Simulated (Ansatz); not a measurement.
# C2H3BFNO: the cost of one run

Program: Ansatz 0.2.0. Level of theory: RKS PBE/6-31G. These are calculated values, not measurements.

## 1. The structure to begin with

Bond lengths: N1–C2 1.471 Å, C2–C3 1.414 Å, C3–O4 1.339 Å, C2–B5 1.485 Å, C3–B5 1.504 Å, B5–F6 1.456 Å, N1–H7 1.036 Å, N1–H8 0.986 Å, O4–H9 1.049 Å. Angles: N1–C2–C3 149.2°, N1–C2–B5 148.4°, C3–C2–B5 62.4°, C2–N1–H7 117.3°, C2–N1–H8 118.5°, H7–N1–H8 124.1°, C2–C3–O4 149.0°, C2–C3–B5 61.1°, O4–C3–B5 149.0°, C3–O4–H9 123.3°, C2–B5–C3 56.5°, C2–B5–F6 153.4°, C3–B5–F6 150.1°.

As a file:

```xyz
9

N     0.6705   -1.4236   -0.8037
C     0.2120   -0.1123   -0.3197
C    -0.5170    0.6464    0.6248
O    -1.2012    0.6972    1.7748
B     0.2319    1.3662   -0.4622
F     0.6307    2.6063   -1.1117
H     1.2438   -1.4369   -1.6667
H     0.3637   -2.2332   -0.3313
H    -1.5459   -0.1564    2.2784
```

## 2. End point A

Input file input.yaml:

```yaml
crystal:
  periodic: [false, false, false]
  atoms:
    - { symbol: "N", position_ang: [0.6705, -1.4236, -0.8037] }
    - { symbol: C, position_ang: [0.212, -0.1123, -0.3197] }
    - { symbol: C, position_ang: [-0.517, 0.6464, 0.6248] }
    - { symbol: O, position_ang: [-1.2012, 0.6972, 1.7748] }
    - { symbol: B, position_ang: [0.2319, 1.3662, -0.4622] }
    - { symbol: F, position_ang: [0.6307, 2.6063, -1.1117] }
    - { symbol: H, position_ang: [1.2438, -1.4369, -1.6667] }
    - { symbol: H, position_ang: [0.3637, -2.2332, -0.3313] }
    - { symbol: H, position_ang: [-1.5459, -0.1564, 2.2784] }
basis:
  gaussian: { orbitals: "6-31G" }
hamiltonian:
  xc: pbe
relax:
  f_tol: 0.015
  max_steps: 40
```

The run is started by

```
$ ansatz run input.yaml --threads 1 --pin off --max-ram 2048MiB --backend cpu --events-out ev --progress --plain --runs-dir out
```

**Question.** How long does this run take on 1 thread of Arm Neoverse V1, shared host, and how much memory does it need?

About 24 s, with a peak of 0.18 GiB.
